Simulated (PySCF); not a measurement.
# C2H6F2OSi: the cost of one run

Programs: PySCF 2.14.0, with density-fitted response routines of our own. Each step states its level of theory. These are calculated values for one molecule in the gas phase, unless marked as measured. Atoms are numbered from 0 throughout.

## 1. Starting geometry

12 atoms, charge 0, multiplicity 1; geometry from: GFN2-xTB.

Bonds of the start (Å): C0–O1 1.43, O1–C2 1.34, C2–F3 1.38, C2–F4 1.38, C2–Si5 1.94, C0–H6 1.09, C0–H7 1.09, C0–H8 1.09, Si5–H9 1.46, Si5–H10 1.46, Si5–H11 1.46.

## 2. Ultraviolet spectrum: CAM-B3LYP/def2-SVPD

What the job is given:

```
{"job": {"kind": "uv", "xc": "CAM-B3LYP", "basis": "def2-SVPD", "nstates": 8, "ntriplets": 3}, "charge": 0, "multiplicity": 1}
C      1.967444    -0.162428     0.398667
O      0.739744    -0.253980    -0.328839
C     -0.365066     0.182111     0.299276
F     -0.226693     1.494924     0.699867
F     -0.551960    -0.476922     1.496693
Si    -1.871977    -0.051212    -0.892254
H      1.915535    -0.760729     1.310412
H      2.733480    -0.554325    -0.264364
H      2.183375     0.877394     0.651721
H     -3.040124     0.433168    -0.162342
H     -1.923456    -1.482425    -1.167489
H     -1.559102     0.753737    -2.067375
```

With the program's defaults for keys left out, this is: TDDFT CAM-B3LYP/def2-SVPD, vertical, gas phase, core orbitals frozen in the response.

Launch:

```bash
$ OMP_NUM_THREADS=1 python probes_run.py task.json out
```

One launch serves the whole session: the jobs run in the order shown.

**Question.** How long does this first job take on 1 thread of Arm Neoverse V1, shared host, and how much memory does it need?

About 28 s, with a peak of 0.76 GiB.
